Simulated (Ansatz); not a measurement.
# Sc3Al: a frozen normal mode

This session takes Sc3Al and sets out to freeze in mode 10 at growing amplitude.

Computed with Ansatz 0.2.0 (DFT r2SCAN, scalar-relativistic, plane waves, PAW, unless a step's input says otherwise).

1 further run of the same task is left out (set aside as unsound or not needed). Runs told in other sessions of the task aren't counted.

### 1 Starting point

It takes space group Pm-3m (No. 221, cubic). Conventional cell: a = 4.427 Å, b = 4.427 Å, c = 4.427 Å, α = 90.00°, β = 90.00°, γ = 90.00°. Sc (site symmetry 4/mmm) has 8 Sc at 3.13 Å and 4 Al at 3.13 Å in its first shell of neighbours. Al (site symmetry m-3m) is surrounded by 12 Sc at 3.13 Å.

Coordinates:

```
Sc Al
1.0
     4.42690    0.00000    0.00000
     0.00000    4.42690    0.00000
     0.00000    0.00000    4.42690
Sc Al
3 1
Direct
  0.50000 0.00000 0.50000
  0.00000 0.50000 0.50000
  0.50000 0.50000 0.00000
  0.00000 0.00000 0.00000
```

It goes back to an entry of the Materials Project, which need not be the stable form.

This cell was relaxed beforehand with the same method: volume 21.69 Å³/atom, gap on the mesh none (metal).

### 2 The reference cell

The reference gives a free energy of -6963.2327 eV, pressure 0.05 GPa, largest force 0.000 eV/Å and gap on the mesh none (metal). It was computed beforehand with the settings of the runs below.

### 3 Next: a frozen normal mode

Mode 10 of the phonon run on this cell, counted from the lowest, is frozen in: each atom moves by x times its row below, so x is the largest displacement.

```
atom     ux      uy     uz
 Sc1  0.000   1.000  0.000
 Sc2  0.000  -0.401  0.000
 Sc3  0.000  -0.401  0.000
 Al4  0.000  -0.331  0.000
```

### 4 Point x = -0.200 Å

input.yaml reads:

```yaml
crystal:
  lattice:
    - [4.4269043444, 0.0, 0.0]
    - [0.0, 4.4269043444, 0.0]
    - [0.0, 0.0, 4.4269043444]
  atoms:
    - { symbol: Sc, position: [0.5, -0.0451782972, 0.5] }
    - { symbol: Sc, position: [0.0, 0.5181042056, 0.5] }
    - { symbol: Sc, position: [0.5, 0.5181042056, 0.0] }
    - { symbol: Al, position: [0.0, 0.0149453805, 0.0] }
basis:
  ecutwfc: 500
kpoints:
  mp_grid: { grid: [12, 12, 12] }
hamiltonian:
  xc: r2scan
scf:
  occupations: { method: gaussian, width: 0.15 }
output:
  forces: true
  stress: true
  eigenvalues: true
```

Run with:

```
> ansatz run input.yaml --threads 2 --pin off --max-ram 5120MiB --backend cpu --events-out ev --progress --plain --runs-dir out
```

### 5 At x = 0.150 Å

input.yaml reads:

```yaml
crystal:
  lattice:
    - [4.4269043444, 0.0, 0.0]
    - [0.0, 4.4269043444, 0.0]
    - [0.0, 0.0, 4.4269043444]
  atoms:
    - { symbol: Sc, position: [0.5, 0.0338837229, 0.5] }
    - { symbol: Sc, position: [0.0, 0.4864218458, 0.5] }
    - { symbol: Sc, position: [0.5, 0.4864218458, 0.0] }
    - { symbol: Al, position: [0.0, -0.0112090354, 0.0] }
basis:
  ecutwfc: 500
kpoints:
  mp_grid: { grid: [12, 12, 12] }
hamiltonian:
  xc: r2scan
scf:
  occupations: { method: gaussian, width: 0.15 }
output:
  forces: true
  stress: true
  eigenvalues: true
```

### 6 At x = -0.100 Å

input.yaml reads:

```yaml
crystal:
  lattice:
    - [4.4269043444, 0.0, 0.0]
    - [0.0, 4.4269043444, 0.0]
    - [0.0, 0.0, 4.4269043444]
  atoms:
    - { symbol: Sc, position: [0.5, -0.0225891486, 0.5] }
    - { symbol: Sc, position: [0.0, 0.5090521028, 0.5] }
    - { symbol: Sc, position: [0.5, 0.5090521028, 0.0] }
    - { symbol: Al, position: [0.0, 0.0074726903, 0.0] }
basis:
  ecutwfc: 500
kpoints:
  mp_grid: { grid: [12, 12, 12] }
hamiltonian:
  xc: r2scan
scf:
  occupations: { method: gaussian, width: 0.15 }
output:
  forces: true
  stress: true
  eigenvalues: true
```

### 7 Point x = 0.050 Å

input.yaml reads:

```yaml
crystal:
  lattice:
    - [4.4269043444, 0.0, 0.0]
    - [0.0, 4.4269043444, 0.0]
    - [0.0, 0.0, 4.4269043444]
  atoms:
    - { symbol: Sc, position: [0.5, 0.0112945743, 0.5] }
    - { symbol: Sc, position: [0.0, 0.4954739486, 0.5] }
    - { symbol: Sc, position: [0.5, 0.4954739486, 0.0] }
    - { symbol: Al, position: [0.0, -0.0037363451, 0.0] }
basis:
  ecutwfc: 500
kpoints:
  mp_grid: { grid: [12, 12, 12] }
hamiltonian:
  xc: r2scan
scf:
  occupations: { method: gaussian, width: 0.15 }
output:
  forces: true
  stress: true
  eigenvalues: true
```

### 8 x = 0.175 Å

input.yaml reads:

```yaml
crystal:
  lattice:
    - [4.4269043444, 0.0, 0.0]
    - [0.0, 4.4269043444, 0.0]
    - [0.0, 0.0, 4.4269043444]
  atoms:
    - { symbol: Sc, position: [0.5, 0.03953101, 0.5] }
    - { symbol: Sc, position: [0.0, 0.4841588201, 0.5] }
    - { symbol: Sc, position: [0.5, 0.4841588201, 0.0] }
    - { symbol: Al, position: [0.0, -0.013077208, 0.0] }
basis:
  ecutwfc: 500
kpoints:
  mp_grid: { grid: [12, 12, 12] }
hamiltonian:
  xc: r2scan
scf:
  occupations: { method: gaussian, width: 0.15 }
output:
  forces: true
  stress: true
  eigenvalues: true
```

### 9 x = 0.125 Å

input.yaml reads:

```yaml
crystal:
  lattice:
    - [4.4269043444, 0.0, 0.0]
    - [0.0, 4.4269043444, 0.0]
    - [0.0, 0.0, 4.4269043444]
  atoms:
    - { symbol: Sc, position: [0.5, 0.0282364357, 0.5] }
    - { symbol: Sc, position: [0.0, 0.4886848715, 0.5] }
    - { symbol: Sc, position: [0.5, 0.4886848715, 0.0] }
    - { symbol: Al, position: [0.0, -0.0093408628, 0.0] }
basis:
  ecutwfc: 500
kpoints:
  mp_grid: { grid: [12, 12, 12] }
hamiltonian:
  xc: r2scan
scf:
  occupations: { method: gaussian, width: 0.15 }
output:
  forces: true
  stress: true
  eigenvalues: true
```

### 10 Point x = 0.075 Å

input.yaml reads:

```yaml
crystal:
  lattice:
    - [4.4269043444, 0.0, 0.0]
    - [0.0, 4.4269043444, 0.0]
    - [0.0, 0.0, 4.4269043444]
  atoms:
    - { symbol: Sc, position: [0.5, 0.0169418614, 0.5] }
    - { symbol: Sc, position: [0.0, 0.4932109229, 0.5] }
    - { symbol: Sc, position: [0.5, 0.4932109229, 0.0] }
    - { symbol: Al, position: [0.0, -0.0056045177, 0.0] }
basis:
  ecutwfc: 500
kpoints:
  mp_grid: { grid: [12, 12, 12] }
hamiltonian:
  xc: r2scan
scf:
  occupations: { method: gaussian, width: 0.15 }
output:
  forces: true
  stress: true
  eigenvalues: true
```

### 11 Point x = 0.025 Å

input.yaml reads:

```yaml
crystal:
  lattice:
    - [4.4269043444, 0.0, 0.0]
    - [0.0, 4.4269043444, 0.0]
    - [0.0, 0.0, 4.4269043444]
  atoms:
    - { symbol: Sc, position: [0.5, 0.0056472871, 0.5] }
    - { symbol: Sc, position: [0.0, 0.4977369743, 0.5] }
    - { symbol: Sc, position: [0.5, 0.4977369743, 0.0] }
    - { symbol: Al, position: [0.0, -0.0018681726, 0.0] }
basis:
  ecutwfc: 500
kpoints:
  mp_grid: { grid: [12, 12, 12] }
hamiltonian:
  xc: r2scan
scf:
  occupations: { method: gaussian, width: 0.15 }
output:
  forces: true
  stress: true
  eigenvalues: true
```

(Steps that only read results are left out.)

What does the calculation give? Wanted: harmonic wavenumber of the mode.

The runs gave:

```
                                          quantity     value
                   harmonic wavenumber of the mode  256 cm⁻¹
the same from the force at an amplitude of 0.025 Å  256 cm⁻¹
```

In words: The force at the smallest amplitude gives 256 cm⁻¹ against 256 cm⁻¹ from the phonon run, so the curve is close to a parabola there. No sampled point lies below the undisturbed cell.
